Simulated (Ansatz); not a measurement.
Predict the output of the script below (the Ansatz DFT code, driven from Python).

The script, `run_methods.py`:
```python
import ansatz as az
from ase import Atoms


def main() -> None:
    atoms = Atoms(["N", "C", "C", "Si", "H", "H", "H", "H", "H"], positions=[
        (0.3234, 0.555, -2.2697),
        (0.2848, 0.5656, -1.1125),
        (0.2744, 0.5416, 0.1671),
        (-0.379, -0.8312, 1.0562),
        (0.7427, 1.4311, -2.665),
        (0.7701, 1.345, 0.7536),
        (-1.8802, -0.9286, 0.7788),
        (0.2423, -2.1111, 0.7115),
        (-0.2901, -0.6138, 2.5629),
    ])
    molecule = az.Crystal.molecule_from_ase(atoms)

    base = molecule.calculation().basis(gaussian="def2-SVP")

    methods = ["mp2", "ccsd", "ccsd_t"]
    batch = az.Session.batch([base.correlation(m).input() for m in methods])
    reports = sorted(batch.plan().execute().molecular_reports, key=lambda each: each["member"])
    print(f"Hartree-Fock reference {reports[0]['reference_energy_ev'] / 27.211386246:.6f} Ha")
    best = reports[-1]["free_energy_ev"] - reports[-1]["reference_energy_ev"]
    for method, each in zip(methods, reports):
        gained = each["free_energy_ev"] - each["reference_energy_ev"]
        print(f"{method:8s} total {each['free_energy_ev'] / 27.211386246:.6f} Ha  correlation {gained:9.4f} eV  ({100 * gained / best:.1f} % of the last)")


if __name__ == "__main__":
    main()
```

```console
$ python run_methods.py
Hartree-Fock reference -421.732611 Ha
mp2      total -422.250613 Ha  correlation  -14.0955 eV  (89.9 % of the last)
ccsd     total -422.287640 Ha  correlation  -15.1031 eV  (96.3 % of the last)
ccsd_t   total -422.309081 Ha  correlation  -15.6865 eV  (100.0 % of the last)
```

Total energies depend on the basis set; only differences at equal settings carry meaning. The geometry is a force-field or estimated start, not a minimum of this method, and the basis set is short of its limit. A lower total doesn't mark the better method: functionals have no common bound, and MP2 and coupled cluster aren't variational. Inner cores stay frozen, so this is valence correlation.
